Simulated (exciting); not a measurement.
# As (P6/mmm) in exciting: reference runs

Aim: a first look at As with PBEsol, on the cell as given.

Program: exciting (release sodium). These are calculated values, not measurements. Logs are shortened: lines on timing, memory, paths and dates and some standing lists are left out, and cuts for length are marked.

## 1. The structure

The structure is hexagonal, space group P6/mmm (No. 191). The conventional cell has a = 4.566 Å, b = 4.566 Å, c = 2.834 Å, α = 90.00°, β = 90.00°, γ = 120.00°. Around As (site symmetry -6m2) lie 5 As at 2.64 to 2.83 Å.

The cell was built by a generator and needn't be a form met in nature.

## 2. Single point, PBEsol

input.xml reads:

```xml
<input>
  <title>As</title>
  <structure speciespath="./" tshift="false">
    <crystal scale="1">
      <basevect>8.629245375491 0.000000000000 0.000000000000</basevect>
      <basevect>-4.314622687746 7.473148726968 0.000000000000</basevect>
      <basevect>0.000000000000 0.000000000000 5.354992508397</basevect>
    </crystal>
    <species speciesfile="As.xml" rmt="2">
      <atom coord="0.333330000000 0.666670000000 0.000000000000"/>
      <atom coord="0.666670000000 0.333330000000 0.000000000000"/>
    </species>
  </structure>
  <groundstate do="fromscratch" ngridk="7 7 9" rgkmax="9" gmaxvr="14" lmaxapw="10" lmaxmat="10" lmaxvr="8" xctype="GGA_PBE_SOL" stype="Fermi Dirac" swidth="0.00183747" nempty="10" ValenceRelativity="iora*" epsengy="1e-05" epspot="1e-05" maxscl="60" tforce="true" outputlevel="normal"/>
</input>
```

Potentials or basis: all-electron LAPW+lo, shipped species files, valence relativity iora*.

On the command line:

```bash
> OMP_NUM_THREADS=1 exciting_smp
```

INFO.OUT:

```text
================================================================================
EXCITING SODIUM started
[... 10 lines left out ...]

 Lattice vectors (cartesian) :
      8.6292453755      0.0000000000      0.0000000000
     -4.3146226877      7.4731487270      0.0000000000
      0.0000000000      0.0000000000      5.3549925084

 Reciprocal lattice vectors (cartesian) :
      0.7281268563      0.4203840668     -0.0000000000
      0.0000000000      0.8407681336      0.0000000000
      0.0000000000     -0.0000000000      1.1733322311

 Unit cell volume                           :     345.3307974498
 Brillouin zone volume                      :       0.7182973985

 Species :    1 (As)
     parameters loaded from                 :    As.xml
     name                                   :    arsenic
     nuclear charge                         :     -33.00000000
     electronic charge                      :      33.00000000
     atomic mass                            :  136573.72190000
     muffin-tin radius                      :       2.00000000
     # of radial points in muffin-tin       :     350

     atomic positions (lattice) :
       1 :   0.33333000  0.66667000  0.00000000
       2 :   0.66667000  0.33333000  0.00000000

 Total number of atoms per unit cell        :       2

 Spin treatment                             :    spin-unpolarised

 Number of Bravais lattice symmetries       :       8
 Number of crystal symmetries               :       4

 k-point grid                               :       7    7    9
 Total number of k-points                   :     125
 k-point set is reduced with crystal symmetries

 R^MT_min * |G+k|_max (rgkmax)              :       9.00000000
 Species with R^MT_min                      :       1 (As)
 Maximum |G+k| for APW functions            :       4.50000000
 Maximum |G| for potential and density      :      14.00000000

 G-vector grid sizes                        :      40    40    24
 Total number of G-vectors                  :   16013

 Maximum angular momentum used for
     APW functions                          :      10
     computing H and O matrix elements      :      10
     potential and density                  :       8
     inner part of muffin-tin               :       2

 Total nuclear charge                       :     -66.00000000
 Total electronic charge                    :      66.00000000
 Total core charge                          :      36.00000000
 Total valence charge                       :      30.00000000

 Number of empty states                     :      10
 Total number of valence states             :      26

 Maximum Hamiltonian size                   :     570
 Maximum number of plane-waves              :     542
 Total number of local-orbitals             :      28

 Exchange-correlation type                  :      22
     PBEsol, Phys. Rev. Lett. 100, 136406 (2008)
     Generalised gradient approximation (GGA)

[... 20 lines left out ...]
+ SCF iteration number :    1                                                  +
++++++++++++++++++++++++++++++++++++++++++++++++++++++++++++++++++++++++++++++++
 Total energy                               :     -4518.72267344
 _______________________________________________________________
 Fermi energy                               :         0.18205516
 Kinetic energy                             :      4620.16867326
 Coulomb energy                             :     -8974.46091666
 Exchange energy                            :      -160.74193711
 Correlation energy                         :        -3.68849294

 DOS at Fermi energy (states/Ha/cell)       :        16.52438539

 Electron charges :
     core                                   :        36.00000000
     core leakage                           :         0.00325569
     valence                                :        30.00000000
     interstitial                           :         5.50536296
     charge in muffin-tin spheres :
                  atom     1    As          :        30.24731852
                  atom     2    As          :        30.24731852
     total charge in muffin-tins            :        60.49463704
     total charge                           :        66.00000000

++++++++++++++++++++++++++++++++++++++++++++++++++++++++++++++++++++++++++++++++
+ SCF iteration number :    2                                                  +
++++++++++++++++++++++++++++++++++++++++++++++++++++++++++++++++++++++++++++++++
 Total energy                               :     -4518.86625391
 _______________________________________________________________
 Fermi energy                               :         0.18245685
 Kinetic energy                             :      4620.10553293
 Coulomb energy                             :     -8974.53624078
 Exchange energy                            :      -160.74697431
 Correlation energy                         :        -3.68857175

 DOS at Fermi energy (states/Ha/cell)       :        16.33616418

 Electron charges :
     core                                   :        36.00000000
     core leakage                           :         0.00324770
     valence                                :        30.00000000
     interstitial                           :         5.50705788
     charge in muffin-tin spheres :
                  atom     1    As          :        30.24647106
                  atom     2    As          :        30.24647106
     total charge in muffin-tins            :        60.49294212
     total charge                           :        66.00000000
[... 296 lines left out ...]
++++++++++++++++++++++++++++++++++++++++++++++++++++++++++++++++++++++++++++++++
+ SCF iteration number :   13                                                  +
++++++++++++++++++++++++++++++++++++++++++++++++++++++++++++++++++++++++++++++++
 Total energy                               :     -4519.00821233
 _______________________________________________________________
 Fermi energy                               :         0.18273202
 Kinetic energy                             :      4619.99856594
 Coulomb energy                             :     -8974.56573885
 Exchange energy                            :      -160.75236607
 Correlation energy                         :        -3.68867335

 DOS at Fermi energy (states/Ha/cell)       :        17.59590823

 Electron charges :
     core                                   :        36.00000000
     core leakage                           :         0.00323333
     valence                                :        30.00000000
     interstitial                           :         5.51092879
     charge in muffin-tin spheres :
                  atom     1    As          :        30.24453560
                  atom     2    As          :        30.24453560
     total charge in muffin-tins            :        60.48907121
     total charge                           :        66.00000000

 RMS change in effective potential (target) :  0.389866E-09  ( 0.100000E-04)
 Absolute change in total energy   (target) :  0.296027E-06  ( 0.100000E-04)
 Charge distance                   (target) :  0.595265E-09  ( 0.100000E-04)
 Abs. change in max-nonIBS-force   (target) :  0.118515E-06  ( 0.500000E-04)

++++++++++++++++++++++++++++++++++++++++++++++++++++++++++++++++++++++++++++++++
| Convergency criteria checked for the last 2 iterations                       +
| Convergence targets achieved. Performing final SCF iteration                 +
++++++++++++++++++++++++++++++++++++++++++++++++++++++++++++++++++++++++++++++++
 Total energy                               :     -4519.00821232
 _______________________________________________________________
 Fermi energy                               :         0.18273202
 Kinetic energy                             :      4619.99856597
 Coulomb energy                             :     -8974.56573886
 Exchange energy                            :      -160.75236607
 Correlation energy                         :        -3.68867335

 DOS at Fermi energy (states/Ha/cell)       :        17.59590837

 Electron charges :
     core                                   :        36.00000000
     core leakage                           :         0.00323333
     valence                                :        30.00000000
     interstitial                           :         5.51092880
     charge in muffin-tin spheres :
                  atom     1    As          :        30.24453560
                  atom     2    As          :        30.24453560
     total charge in muffin-tins            :        60.48907120
     total charge                           :        66.00000000

++++++++++++++++++++++++++++++++++++++++++++++++++++++++++++++++++++++++++++++++
+ Self-consistent loop stopped                                                 +
++++++++++++++++++++++++++++++++++++++++++++++++++++++++++++++++++++++++++++++++
 STATE.OUT is written

--------------------------------------------------------------------------------
- Writing atomic positions and forces                                          -
--------------------------------------------------------------------------------

 Atomic positions (lattice) :
 atom     1  As  :     0.33333000    0.66667000    0.00000000
 atom     2  As  :     0.66667000    0.33333000    0.00000000

 Total atomic forces including IBS (cartesian) :
 atom     1  As  :     0.00000361   -0.00000160    0.00000000
 atom     2  As  :    -0.00000361    0.00000160    0.00000000

 Atomic force components including IBS (cartesian) :
 atom     1  As  :     0.00003616   -0.00001771   -0.00000000   HF force
                 :    -0.00002894    0.00001459    0.00000000   core correction
                 :    -0.00000361    0.00000152    0.00000000   IBS correction
 atom     2  As  :    -0.00003616    0.00001771    0.00000000   HF force
                 :     0.00002894   -0.00001459    0.00000000   core correction
                 :     0.00000361   -0.00000152    0.00000000   IBS correction

********************************************************************************
[... 7 lines left out ...]
| EXCITING SODIUM stopped                                                      =
================================================================================
```

Run time: 10 min. Hardware: 1 thread of Arm Neoverse V2, shared host; peak memory 0.15 GiB.

Results:

| Property | Result |
| --- | --- |
| Free energy | -122968.4835 eV |
| Band gap on the k mesh | none (metal or under the smearing width) |
| All electrons inside the program's atomic spheres | As 30.24 (radii As 2.0 bohr) |

Caveat: the log's total energy holds no entropy term; the free energy is that total less TS from the occupations.
